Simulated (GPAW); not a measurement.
**RuSe: relaxation of cell and atoms with PBE**

RuSe:

```
Ru Se
1.0
     3.18769    0.00000    0.00000
     0.00000    3.18769    0.00000
     0.00000    0.00000    3.18769
Ru Se
1 1
Direct
  0.00000 0.00000 0.00000
  0.50000 0.50000 0.50000
```

The cell comes from a database or a generator and needn't be the stable form of this composition.

```yaml
Program: GPAW 26.7.0
Task: relaxation of cell and atoms
Functional: PBE
Potentials_or_basis: GPAW PAW data sets (gpaw-data 1.2.1)
Cutoff: 600 eV
Basis: pw
k_mesh: 8 × 8 × 8
Occupations: fermi-dirac, width 0.05 eV
Spin: no spin polarisation
Maxiter: 150
Optimizer: BFGS
Fmax: 0.02 eV/Å
Max_steps: 60
Convergence: density=1e-05 forces=0.0001
```

| Property | Result |
| --- | --- |
| Relaxed volume | 15.32 Å³/atom |
| Relaxed cell | a = 3.129 Å, b = 3.129 Å, c = 3.129 Å, α = 90.00°, β = 90.00°, γ = 90.00° |
| Space group after relaxing (to 0.05 Å) | Pm-3m (No. 221) |
| Energy gained by relaxing | 24.2 meV/atom |
| Ionic steps | 4 |
| Pressure after relaxing | 0.0 GPa |
| Band gap on the k mesh | none (metal or under the smearing width) |

The path:
```csv
step,energy change (eV),largest force (eV/Å),pressure (GPa),volume (Å³)
1,0.0000,0.0000,-8.50,32.39
2,-0.0264,0.0000,-5.96,31.80
3,-0.0481,0.0000,0.61,30.53
4,-0.0483,0.0000,-0.04,30.64
```

Final structure:
```cif
data_structure
_symmetry_space_group_name_H-M 'P 1'
_symmetry_Int_Tables_number 1
_cell_length_a 3.1292
_cell_length_b 3.1292
_cell_length_c 3.1292
_cell_angle_alpha 90.000
_cell_angle_beta 90.000
_cell_angle_gamma 90.000
_cell_volume 30.64
loop_
_atom_site_label
_atom_site_type_symbol
_atom_site_fract_x
_atom_site_fract_y
_atom_site_fract_z
_atom_site_occupancy
Ru1 Ru 0.00000 0.00000 0.00000 1
Se1 Se 0.50000 0.50000 0.50000 1
```

Levels at points of the mesh, in eV from the Fermi level:
```tsv
k point	band 8	band 9	band 10	band 11	band 12	band 13	band 14	band 15
(0.00, 0.00, 0.00)	-1.69	-1.69	-1.69	-0.91	-0.91	-0.91	2.99	8.76
(0.50, 0.00, 0.00)	-3.92	-3.29	-0.72	0.19	3.09	3.09	5.79	6.00
(0.50, 0.50, 0.00)	-3.65	-2.02	-2.02	-0.85	0.04	0.21	3.31	10.69
(0.50, 0.50, 0.50)	-7.39	0.29	0.29	2.56	2.56	2.56	2.85	2.85
```

Run time: 44 s on 1 thread of Arm Neoverse V2 (shared host), peak memory 0.21 GiB.

Caveat: later steps reuse the first step's grids.
